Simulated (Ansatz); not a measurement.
**Mo (bcc type): how the settings move a single-point run**

How sensitive is a single-point run of Mo (bcc type) to its settings? A reference run comes first, then one run with altered input.

Method: reference: DFT, PBE, all-electron LAPW, scalar-relativistic, in Ansatz 0.2.0.

## Step 1: Starting point

Symmetry: Im-3m, No. 229, cubic system. Conventional cell: a = 3.161 Å, b = 3.161 Å, c = 3.161 Å, α = 90.00°, β = 90.00°, γ = 90.00°. Mo (site symmetry m-3m) has 8 Mo at 2.74 Å as nearest neighbours.

Structure file:

```xyz
3
Lattice="0.0000 3.1608 -3.1608 -3.1608 0.0000 3.1608 1.5804 1.5804 1.5804" Properties=species:S:1:pos:R:3 pbc="T T T"
Mo    0.0000    0.0000    0.0000
Mo   -1.5804    1.5804    1.5804
Mo    0.0000    3.1608    0.0000
```

## Step 2: Baseline

Contents of input.yaml:

```yaml
crystal:
  lattice:
    - [0.0, 3.1608399145, -3.1608399145]
    - [-3.1608399145, 0.0, 3.1608399145]
    - [1.5804199573, 1.5804199573, 1.5804199573]
  atoms:
    - { symbol: Mo, position: [0.0, 0.0, 0.0] }
    - { symbol: Mo, position: [0.333333333, 0.666666667, 0.333333333] }
    - { symbol: Mo, position: [0.666666667, 0.333333333, 0.666666667] }
kpoints:
  mp_grid: { grid: [10, 10, 13] }
scf:
  occupations: { method: fermi_dirac, width: 0.1 }
hamiltonian:
  xc: pbe
  pseudopotentials: { kind: all_electron, lapw: { basis_error: 0.001 } }
output:
  forces: true
  stress: true
  eigenvalues: true
```

Started as:

```console
> ansatz run input.yaml --threads 1 --pin off --max-ram 3584MiB --backend cpu --events-out ev --progress --plain --runs-dir out
```

## Step 3: Variant: mp_grid.grid [12, 12, 16]

Changes to input.yaml since step 2:

```diff
@@ -10,3 +10,3 @@
 kpoints:
-  mp_grid: { grid: [10, 10, 13] }
+  mp_grid: { grid: [12, 12, 16] }
 scf:
```

What does the calculation give? Wanted: for each run, ending; energy change; pressure; gap; force.

As calculated:

| run | ending | energy change | pressure (GPa) | gap (eV) | force (eV/Å) | cycles | time |
| --- | --- | --- | --- | --- | --- | --- | --- |
| reference | converged | 0 | 0.0 | 0.00 | 0.00 | 8 | 95 s |
| 1: mp_grid.grid [12, 12, 16] | converged | +0.2 meV/atom | 0.0 | 0.00 | 0.00 | 8 | 3 min |

Residual by cycle in the longest SCF loop of each run; runs are numbered as in the table. The quantity is the density residual dr2, in eV.

| cycle | reference | run 1 |
| --- | --- | --- |
| 1 | 0.846 | 0.844 |
| 2 | 0.17 | 0.171 |
| 3 | 0.0695 | 0.0697 |
| 4 | 0.0127 | 0.0128 |
| 5 | 8.9e-4 | 9.0e-4 |
| 6 | 2.0e-5 | 2.0e-5 |
| 7 | 1.1e-7 | 1.1e-7 |
| 8 | 3.2e-9 | 3.0e-9 |

What this shows: Changing the k-point mesh leaves the energy as it was (+0.2 meV/atom). Cost: 3 min against 95 s.
